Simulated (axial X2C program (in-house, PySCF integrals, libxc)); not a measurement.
# Linear RuCN at several levels

The task here is to estimate one member of a computed series from the others.

Computed with an in-house X2C program for linear molecules on PySCF integrals. Level: all-electron X2C, two-component (2c) or spin-free, Ru dyall-v3z, C dyall-v3z, N dyall-av3z.

All values are calculated.

2 further runs of the same task are left out: 2 set aside as unsound or not needed.

Set-up of the first run:

The input, task.json:

```json
{"zs": [44, 6, 7], "q": 0, "bas": ["dyall-v3z", "dyall-v3z", "dyall-av3z"], "r0": [1.95, 1.16], "symm": 0, "scan": ["PBE0", "HF", "PBE"], "levels": ["PBE0", "HF", "r2SCAN"], "nst": 2}
```

Keys: zs atomic numbers; q charge; bas basis sets; r0 starting distance in Å; symm equal bonds; scan levels of the two-bond scan; levels methods; nst determinants followed.

On the command line:

```
$ python solin.py task.json out
```

Masses Ru 101.904, C 12.000, N 14.003 u.

Steps of the session up to this table: Scan at PBE0, 2c; Scan at PBE, 2c; Scan at PBE0, spin-free.

One of the session's tables, all rows but one given; the rest of the session is left out.

```
          level  r(Ru–C) (Å)  lower stretch (cm⁻¹)  upper stretch (cm⁻¹)
       PBE0, 2c        1.947                 451.7                2223.4
        PBE, 2c        1.921                 467.0                2095.0
PBE0, spin-free            ?                     ?                     ?
 PBE, spin-free        1.922                 467.8                2097.1
```

Estimate the missing values for PBE0, spin-free.

The run gave: r(Ru–C) (Å): 1.947; lower stretch (cm⁻¹): 452.5; upper stretch (cm⁻¹): 2223.7.

Scans not shown above were run alike.

The molecule was held linear; bending was not examined, so a bent shape may lie lower. Note: several unpaired electrons, one determinant need not be a pure state.
